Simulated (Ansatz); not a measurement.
# BH4NO2 (SMILES NB(O)O): a rigid scan of the bond length B2–O4

An exercise on one series of results from a longer session: the logs are not shown, and one member is left open.

The runs use Ansatz 0.2.0, Gaussian basis; single points in def2-TZVPP.

Levels: PBE-D4, r2SCAN-D4, PBE0-D4, B3LYP-D4, wB97M-V, Hartree-Fock, MP2, CCSD, CCSD(T). The scan takes 1.130, 1.189, 1.274, 1.373, 1.483, 1.602, 1.728, 1.860, 1.999 Å.

Correlated methods freeze the cores. B3LYP uses VWN-RPA correlation.

30 further runs of the same task are left out: 30 set aside as unsound or not needed.

### Where the work starts

SMILES `NB(O)O`, 8 atoms, charge 0, spin multiplicity 1.

Atoms are counted from 1 here; the program's logs count them from 0.

Bond lengths: N1–B2 1.459 Å, N1–H5 1.084 Å, N1–H6 1.064 Å, B2–O3 1.431 Å, B2–O4 1.412 Å, O3–H7 0.994 Å, O4–H8 0.994 Å. Angles: B2–N1–H5 109.4°, B2–N1–H6 111.6°, H5–N1–H6 104.3°, N1–B2–O3 118.7°, N1–B2–O4 123.7°, O3–B2–O4 117.6°, B2–O3–H7 108.6°, B2–O4–H8 105.0°.

Geometry (Å):

```csv
atom,x (Å),y (Å),z (Å)
N1,-0.5184,1.0524,-0.3139
B2,0.1776,-0.2080,-0.0773
O3,1.6064,-0.1999,-0.0010
O4,-0.4787,-1.4501,0.0631
H5,-1.5873,0.8755,-0.3371
H6,-0.3815,1.7323,0.4935
H7,1.9742,-0.3438,-0.9133
H8,-0.7003,-1.5157,1.0303
```

Set-up of the first run:

Input file pre/in.yaml:

```yaml
crystal:
  periodic: [false, false, false]
  atoms:
    - {symbol: N, position_ang: [-0.518400, 1.052400, -0.313900]}
    - {symbol: B, position_ang: [0.177600, -0.208000, -0.077300]}
    - {symbol: O, position_ang: [1.606400, -0.199900, -0.001000]}
    - {symbol: O, position_ang: [-0.478700, -1.450100, 0.063100]}
    - {symbol: H, position_ang: [-1.587300, 0.875500, -0.337100]}
    - {symbol: H, position_ang: [-0.381500, 1.732300, 0.493500]}
    - {symbol: H, position_ang: [1.974200, -0.343800, -0.913300]}
    - {symbol: H, position_ang: [-0.700300, -1.515700, 1.030300]}
basis:
  gaussian: {orbitals: def2-SVP}
hamiltonian: {xc: pbe, dispersion: d4}
relax: {f_tol: 0.03, max_steps: 250}
```

The command line of these runs was not kept.

Among the steps run: A first relaxation in a small basis; Relaxation at PBE0-D4; Reference energies at the minimum; B2–O4 = 1.130 Å; B2–O4 = 1.189 Å; B2–O4 = 1.274 Å; B2–O4 = 1.373 Å; B2–O4 = 1.483 Å; B2–O4 = 1.602 Å; B2–O4 = 1.728 Å; B2–O4 = 1.860 Å; B2–O4 = 1.999 Å.

One of the session's tables, all rows but one given; the rest of the session is left out.

Energies less that of the minimum at the same level (kcal/mol):

| bond length (Å) | PBE-D4 | PBE0-D4 | B3LYP-D4 | wB97M-V | Hartree-Fock |
| --- | --- | --- | --- | --- | --- |
| 1.130 | 50.0 | 47.0 | 47.9 | 48.3 | 45.8 |
| 1.189 | ? | ? | ? | ? | ? |
| 1.274 | 7.4 | 6.1 | 6.5 | 6.5 | 5.2 |
| 1.373 | 0.1 | 0.0 | 0.0 | 0.0 | 0.0 |
| 1.379 (minimum) | 0.0 | 0.0 | 0.0 | 0.0 | 0.0 |
| 1.483 | 2.7 | 4.0 | 3.5 | 3.6 | 5.2 |
| 1.602 | 12.2 | 15.0 | 13.9 | 14.3 | 17.8 |
| 1.728 | 25.5 | 29.8 | 28.0 | 28.9 | 34.5 |
| 1.860 | 40.4 | 46.3 | 43.8 | 45.4 | 53.1 |
| 1.999 | 55.7 | 63.2 | 60.0 | 62.3 | 72.3 |

Estimate the missing values for bond length (Å) = 1.189.

Worked estimate for «PBE-D4». A straight line through the neighbours (1.130, 50.0) and (1.274, 7.4) gives 50.0 + (7.4 − 50.0) × (1.189 − 1.130) / (1.274 − 1.130) = 32.5; a parabola fitted to 3 rows on both sides gives 28.0.

As computed: PBE-D4: 26.2; PBE0-D4: 24.0; B3LYP-D4: 24.7; wB97M-V: 24.8; Hartree-Fock: 22.8. In «PBE-D4» the line misses by +6.3 and the parabola by +1.8.
